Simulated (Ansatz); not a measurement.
# GaSiH3 (triplet): the correlation ladder, cc-pVTZ

One table from this session's results is given with a row withheld; the runs are named, their logs left out.

The runs use Ansatz 0.2.0, Gaussian basis; cc-pVTZ, core rule «outside noble gas», up to 19 orbitals frozen.

To be run: UHF; CCSD(T) on ROHF; CCSD(T) on UHF; BCCD(T) on ROHF; CCSDT(Q) on ROHF; CCSDT(Q) on UHF.

4 further runs of the same task are left out: 1 for a known fault of the program, 3 set aside as unsound or not needed. Runs told in other sessions of the task aren't counted.

## The geometry

The geometry is a PBE0/def2-TZVP stationary point (not a proven minimum) of the parent state, kept for this charge and spin. No spin-orbit coupling is included. The filled d shell of Ga may be among the frozen orbitals whatever the setting's name suggests.

5 atoms, charge 0, spin multiplicity 3.

Atoms are counted from 1 here; the program's logs count them from 0.

Bond lengths: Si1–Ga2 2.262 Å, Si1–H3 1.596 Å, Si1–H4 1.596 Å, Ga2–H5 1.580 Å. Angles: Ga2–Si1–H3 61.1°, Ga2–Si1–H4 61.1°, H3–Si1–H4 81.5°, Si1–Ga2–H5 158.9°.

As a file:

| atom | x (Å) | y (Å) | z (Å) |
| --- | --- | --- | --- |
| Si1 | -0.0322 | 0.0000 | 1.6170 |
| Ga2 | -0.0211 | 0.0000 | -0.6454 |
| H3 | 0.9034 | 1.0422 | 0.8512 |
| H4 | 0.9034 | -1.0422 | 0.8512 |
| H5 | 0.5540 | 0.0000 | -2.1171 |

Set-up of the first run:

File in.yaml:

```yaml
crystal:
  periodic: [false, false, false]
  atoms:
    - {symbol: Si, position_ang: [-0.032247, -0.000001, 1.616996]}
    - {symbol: Ga, position_ang: [-0.021140, 0.000000, -0.645355]}
    - {symbol: H, position_ang: [0.903423, 1.042173, 0.851175]}
    - {symbol: H, position_ang: [0.903422, -1.042175, 0.851174]}
    - {symbol: H, position_ang: [0.554022, 0.000001, -2.117132]}
basis:
  gaussian: {orbitals: cc-pVTZ}
magnetization: {spin_polarized: true, initial_magnetization: 2}
hamiltonian: {xc: hf}
output: {orbitals: {seedname: orbitals}}
```

Run with:

```console
> ansatz run in.yaml --threads 1 --pin off --events-out ev --progress --plain --max-ram 2816MiB --backend cpu
```

Steps of the session up to this table: UHF; CCSD(T) on ROHF; CCSD(T) on UHF; BCCD(T) on ROHF; CCSDT(Q) on ROHF; CCSDT(Q) on UHF.

One table of the session follows, with a row left open; its other results are not shown here.

It belongs to the step «Misses and costs». 

| method | from UCCSDT(Q) (kJ/mol) |
| --- | --- |
| ROHF | +607.7 |
| UHF | +591.8 |
| RMP2 | +123.5 |
| UMP2 | +125.4 |
| RCCSD | +31.2 |
| UCCSD | +29.7 |
| RCCSD(T) | +6.6 |
| UCCSD(T) | +5.8 |
| BCCD(T) | +6.5 |
| RCCSDT | +2.2 |
| UCCSDT | ? |
| RCCSDT(Q) | +1.0 |
| UCCSDT(Q) | 0 |

**Question.** Estimate the row for UCCSDT.

**Answer.** from UCCSDT(Q) (kJ/mol): +1.3. In the column «from UCCSDT(Q) (kJ/mol)» it lies between RCCSDT(Q) (+1.0) and RCCSDT (+2.2).

Limits of these values: Restricted and unrestricted rows rest on different reference determinants; a gap between their highest levels can come from leftover correlation error, from unlike frozen cores or from another state.
